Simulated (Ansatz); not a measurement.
The system is GeCN2.

```xyz
4
Lattice="1.7938 1.0356 4.9220 -1.7938 1.0356 4.9220 0.0000 -2.0713 4.9220" Properties=species:S:1:pos:R:3 pbc="T T T"
Ge    0.0000    0.0000    0.0000
N     0.0000    0.0000    8.6219
N     0.0000    0.0000    6.1440
C     0.0000    0.0000    7.3829
```

The cell comes from a database or a generator and needn't be the stable form of this composition.

Base run:

* Program: Ansatz 0.2.0
* Functional: PBE0 form with a typed share of exact exchange
* Potentials or basis: Ansatz PAW
* Cutoff: 420 eV (not typed: the program's choice for these potentials)
* k mesh: 5 × 5 × 5
* Occupations: fermi-dirac, width 0.05 eV
* Spin: no spin polarisation

Its results: band gap on the k mesh 2.24 eV, indirect (least direct gap 3.06 eV); pressure -2.1 GPa; largest force 0.611 eV/Å.

The run is repeated on the same cell with these changes: share of exact exchange from 0.15 to 0. What comes out?

Band gap on the k mesh 1.45 eV, indirect (least direct gap 2.21 eV); pressure 0.0 GPa; largest force 0.013 eV/Å.

Caveats: odd divisions of the mesh miss points on the zone boundary, where band edges often lie, so the gap on the mesh can be too wide; the PAW data sets come from PBE, with cores solved anew for the run's functional, which leaves a small shift of forces and pressure (some runs); the thresholds are loose for stress (some runs); the PAW data sets were made with another functional, which shifts forces and pressure a little (some runs).

A k mesh can miss the band edges.
